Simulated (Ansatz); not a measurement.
**Nudged elastic band run: LiMg$_{12}$**

The input (input.yaml):

```yaml
crystal:
  lattice:
    - [6.42, 0.0, 0.0]
    - [-4.815, 8.339825, 0.0]
    - [0.0, 0.0, 5.21304]
  atoms:
    - { symbol: Mg, position: [0.02400821, -0.0024154, 0.11464157] }
    - { symbol: Mg, position: [0.25566272, 0.26748282, 0.49132189] }
    - { symbol: Mg, position: [0.03480124, 0.3253636, 0.00538953] }
    - { symbol: Mg, position: [0.11536361, 0.52233312, 0.52558451] }
    - { symbol: Mg, position: [0.0567804, 0.67434376, 0.0306297] }
    - { symbol: Mg, position: [0.13979431, 0.88587934, 0.57131439] }
    - { symbol: Mg, position: [0.51162034, 0.00908421, -0.02236101] }
    - { symbol: Mg, position: [0.66762986, 0.20408408, 0.46943513] }
    - { symbol: Mg, position: [0.56099213, 0.34907883, -0.02882819] }
    - { symbol: Mg, position: [0.68767414, 0.5733214, 0.45112804] }
    - { symbol: Mg, position: [0.54423478, 0.67278375, -0.07268621] }
    - { symbol: Mg, position: [0.52817199, 0.82426287, 0.41066204] }
    - { symbol: Li, position: [-0.12816071, 0.03311642, 0.67290711] }
basis:
  ecutwfc: 420.0
kpoints:
  mp_grid: { grid: [4, 3, 4] }
hamiltonian:
  xc: pbe
scf:
  occupations: { method: fermi_dirac, width: 0.05 }
  lower_state_search: "off"
neb:
  images: 7
  f_tol: 0.05
  initial_path: linear
  max_iterations: 55
  optimiser: lbfgs
  final_atoms:
    - { symbol: Mg, position: [-0.11601147, -0.07898874, -0.10028071] }
    - { symbol: Mg, position: [0.17385194, 0.24253753, 0.62376013] }
    - { symbol: Mg, position: [-0.01665534, 0.30008257, 0.08455797] }
    - { symbol: Mg, position: [0.13201349, 0.54412803, 0.53408939] }
    - { symbol: Mg, position: [0.00580886, 0.66990645, 0.0282939] }
    - { symbol: Mg, position: [0.1671395, 0.87343652, 0.50403837] }
    - { symbol: Mg, position: [0.4779552, -0.0076521, -0.022987] }
    - { symbol: Mg, position: [0.64419651, 0.21761336, 0.52734732] }
    - { symbol: Mg, position: [0.56917719, 0.3640842, 0.02324773] }
    - { symbol: Mg, position: [0.66009519, 0.56965728, 0.5238501] }
    - { symbol: Mg, position: [0.44160758, 0.62664419, 0.01894758] }
    - { symbol: Mg, position: [0.66541444, 0.89893186, 0.4224565] }
    - { symbol: Li, position: [0.20112162, 0.10897746, 0.20306806] }
  order_check: true
```

Launched with:

```bash
$ ansatz run input.yaml --threads 4 --pin off --max-ram 10240MiB --backend cpu --events-out ev --progress --plain --runs-dir out
```

Output, in part (warnings, iteration lines):

```
NEB end point (image 0): max|allowed force component| = 8.052e-3 eV/Å (the criterion of neb.relax_end_points is 1.000e-2)
NEB end point (image 8): max|allowed force component| = 3.467e-3 eV/Å (the criterion of neb.relax_end_points is 1.000e-2)
NEB iter   1: max|band force component| = 5.239e0 eV/Å  barrier→ = 2.7304 eV  barrier← = 2.7050 eV  Δτ_max = 0.0816 Å  (61 SCF iters)
NEB iter   2: max|band force component| = 3.629e0 eV/Å  barrier→ = 2.0601 eV  barrier← = 2.0348 eV  Δτ_max = 0.2000 Å  (38 SCF iters)
NEB iter   3: max|band force component| = 1.226e0 eV/Å  barrier→ = 1.1320 eV  barrier← = 1.1066 eV  Δτ_max = 0.1654 Å  (42 SCF iters)
NEB iter   4: max|band force component| = 5.585e-1 eV/Å  barrier→ = 0.7709 eV  barrier← = 0.7455 eV  Δτ_max = 0.1509 Å  (42 SCF iters)
NEB iter   5: max|band force component| = 5.381e-1 eV/Å  barrier→ = 0.5774 eV  barrier← = 0.5521 eV  Δτ_max = 0.2000 Å  (42 SCF iters)
NEB iter   6: max|band force component| = 7.668e-1 eV/Å  barrier→ = 0.4024 eV  barrier← = 0.3770 eV  Δτ_max = 0.0113 Å  (42 SCF iters)
NEB iter   7: max|band force component| = 6.970e-1 eV/Å  barrier→ = 0.3904 eV  barrier← = 0.3650 eV  Δτ_max = 0.1728 Å  (28 SCF iters)
NEB iter   8: max|band force component| = 3.742e-1 eV/Å  barrier→ = 0.2969 eV  barrier← = 0.2715 eV  CI = image 3  Δτ_max = 0.0070 Å  (42 SCF iters)
[... lines left out ...]
NEB iter  27: max|band force component| = 7.703e-2 eV/Å  barrier→ = 0.2513 eV  barrier← = 0.2260 eV  CI = image 3  Δτ_max = 0.0708 Å  (38 SCF iters)
```

It converged. The band force fell under the threshold earlier too, but the program's further tests of the path sent the band on. The profile has 2 maxima (images 3, 6) with wells between them (image 4): this band takes more than one step, which may be the mechanism or a detour left from its start path. A structure lower than the last end lies on the path between it and the top, so the climb from that side starts below the end, which may itself be a saddle point or a shallow side well. By the program's own check the climbing image is a first-order saddle point (lowest curvatures found: -0.62 and 0.08 eV/Å²). Limits of this set-up: coarse k mesh, a small cell, in which the defect meets its images, a typed lattice constant that wasn't relaxed here.

Final band (atoms are numbered from 1 in the order of the input):

```csv
image,path coordinate (Å),energy (eV),Mg4–Mg12 (Å),Mg12–Li13 (Å),Mg9–Li13 (Å)
0,0.00,0.000,2.85,2.52,4.22
1,0.57,0.031,2.82,2.50,4.07
2,1.15,0.161,2.78,2.45,4.29
3,1.72,0.251,2.76,2.43,4.58
4,2.96,0.016,2.82,2.50,4.14
5,4.20,0.026,2.89,2.60,3.17
6,5.45,0.062,3.03,2.88,2.86
7,6.69,0.060,3.16,2.86,2.87
8,7.92,0.025,3.47,3.20,2.59
```

Time of the run: 30 min on 4 threads of Intel(R) Xeon(R) Platinum 8488C (Sapphire Rapids), on a shared host, peak memory 3 GiB.
